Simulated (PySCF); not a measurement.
**WO₄ (-2): geometry**

What geometry should WO₄ (-2) (`[O]=[W](=[O])([O-])[O-]`) show?

Computed with PySCF 2.14.0, on a single molecule in the gas phase. Atoms are numbered from 0 throughout.

## Step 1: Starting geometry

5 atoms, charge -2, multiplicity 1; geometry from: GFN2-xTB. The atoms were then displaced at random by about 0.01 Å, so the start is not that level's minimum.

Bonds of the start (Å): O0–W1 1.79, W1–O2 1.78, W1–O3 1.79, W1–O4 1.78.

## Step 2: Geometry optimisation at PBE0-D3(BJ)/def2-SVP

What the job is given:

```
{"job": {"xc": "PBE0", "basis": "def2-SVP", "d3": "d3bj", "grid": 1, "maxiter": 30, "shake": 0.01, "kind": "geom"}, "charge": -2, "multiplicity": 1}
O     -0.419260    -1.442110    -0.980140
W     -0.003860    -0.004230    -0.005410
O     -1.237980     0.242520     1.259780
O      0.104170     1.444790    -1.046320
O      1.590490    -0.274950     0.734200
```

Started as:

```sh
$ OMP_NUM_THREADS=1 python heavy_run.py task.json out
```

This one command runs all jobs of the session in turn.

What will the session give for the following? point group; rotational constants (main isotopes). Wanted: point group; rotational constants.

**Answer**, as computed:

```
                            quantity                 value
                         point group                    Td
rotational constants (main isotopes)  3.69, 3.69, 3.68 GHz
```

Over 4 steps the energy fell by 0.014 eV; of the close pairs, W1–O4 changed most, 1.778 to 1.793 Å.
